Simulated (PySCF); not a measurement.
# CH7BFPSi: the cost of one run

The runs use PySCF 2.14.0, with density-fitted response routines of our own; the level of theory stands in each step. All values are computed, except where a source is named. Atoms are numbered from 0 throughout.

### Step 1. Starting geometry

12 atoms, charge 0, multiplicity 1; geometry from: GFN2-xTB. The atoms were then displaced at random by about 0.01 Å, so the start is not that level's minimum.

Bonds of the start (Å): C0–B1 1.59, B1–F2 1.33, B1–P3 1.85, P3–Si4 2.26, C0–H5 1.08, C0–H6 1.11, C0–H7 1.08, P3–H8 1.35, Si4–H9 1.46, Si4–H10 1.46, Si4–H11 1.48.

### Step 2. Relaxing the molecule at PBE0-D3(BJ)/def2-SVP

The job: settings as JSON, then the geometry in Å.

```
{"job": {"xc": "PBE0", "basis": "def2-SVP", "d3": "d3bj", "grid": 1, "shake": 0.01, "kind": "geom"}, "charge": 0, "multiplicity": 1}
C      2.143030     0.301110    -0.335490
B      0.845200     0.062350     0.557080
F      0.691810     0.809260     1.646140
P     -0.396950    -1.279280     0.302910
Si    -2.301590    -0.080400     0.122480
H      2.146170    -0.265960    -1.249430
H      2.194580     1.375630    -0.619270
H      3.044040     0.117410     0.221950
H     -0.212150    -1.534100    -1.010770
H     -3.356420    -1.051270    -0.130290
H     -2.266750     0.919280    -0.936360
H     -2.491290     0.597690     1.422010
```

The run is started by

```sh
OMP_NUM_THREADS=1 python probes_run.py task.json out
```

One launch serves the whole session: the jobs run in the order shown.

**Question.** How long does this first job take on 1 thread of Arm Neoverse V2, shared host, and how much memory does it need?

About 38 s, with a peak of 0.51 GiB.
